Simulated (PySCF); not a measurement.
# [As3]+: triplet, from a equilateral triangle start

The task is one start of a wider search on [As3]+: the triplet, from a equilateral triangle start. It is relaxed, tested by its Hessian and followed downhill if it is a saddle.

Method: PBE0, basis As def2-TZVP, no relativity, density fitting; program: PySCF 2.14.0.

**1. The starting structure**

3 atoms, charge 1, spin multiplicity 3.

Bond lengths: As1–As2 2.420 Å, As1–As3 2.420 Å, As2–As3 2.420 Å. Angles: As2–As1–As3 60.0°, As1–As2–As3 60.0°, As1–As3–As2 60.0°.

```xyz
3
charge 1 multiplicity 3
As    0.6986   -1.2100    0.0000
As   -1.3972    0.0000    0.0000
As    0.6986    1.2100    0.0000
```

**2. Finding the electronic state**

The steps below are one call of a driver around PySCF. For each, scf.py gives the equivalent set-up of the SCF; relaxations use the driver's own optimiser. After this first run the driver tries any further starts and a stability analysis.

Contents of scf.py:

```python
from pyscf import gto, scf, dft
mol = gto.M(atom='''
As     0.698600    -1.210010     0.000000
As    -1.397190     0.000010     0.000000
As     0.698590     1.210010     0.000000''',
    basis={'As': 'def2-TZVP'},
    charge=1, spin=2)
mf = dft.UKS(mol, xc='PBE0')
mf.grids.atom_grid = (50, 194)
aux = {'As': 'def2-universal-JKFIT'}
mf = mf.density_fit(auxbasis=aux)
mf.conv_tol = 1e-08
mf.diis_space = 10
mf.max_cycle = 60
mf.init_guess = 'minao'
mf.verbose = 4
mf.kernel()
```

Run with:

```
OMP_NUM_THREADS=4 python axn.py task.json out
```

Further steps of the session: Relaxing the triplet from the equilateral triangle start; Relaxing without the symmetry constraint; Hessian and properties.

What does the calculation give? Wanted: minimum; geometry; wavenumbers; dipole moment; highest occupied, lowest empty level; polar-tensor charge of As1; zero-point energy; ⟨S²⟩.

The runs gave:

| quantity | value |
| --- | --- |
| minimum | triplet, C2v |
| geometry | As–As 2.282 Å (×2), As–As 2.754 Å; As–As–As 52.9° (×2), As–As–As 74.2° |
| wavenumbers (cm⁻¹) | 144 (b2), 160 (a1), 346 (a1) |
| dipole moment (centre of mass) | 0.01 D |
| highest occupied, lowest empty level (either spin) | -11.82, -10.50 eV |
| polar-tensor charge of As1 | +0.34 e |
| zero-point energy | 3.9 kJ/mol |
| entropy at 298.15 K | 325.6 J/(mol K) |
| ⟨S²⟩ | 2.116 |

**Reading.** From D3h at the start the molecule goes to a C2v minimum. The strongest infrared band lies at 160 cm⁻¹ (a1). The first SCF alone would have been 15 kJ/mol too high. Other starts or spin states, not run here, may lie lower.
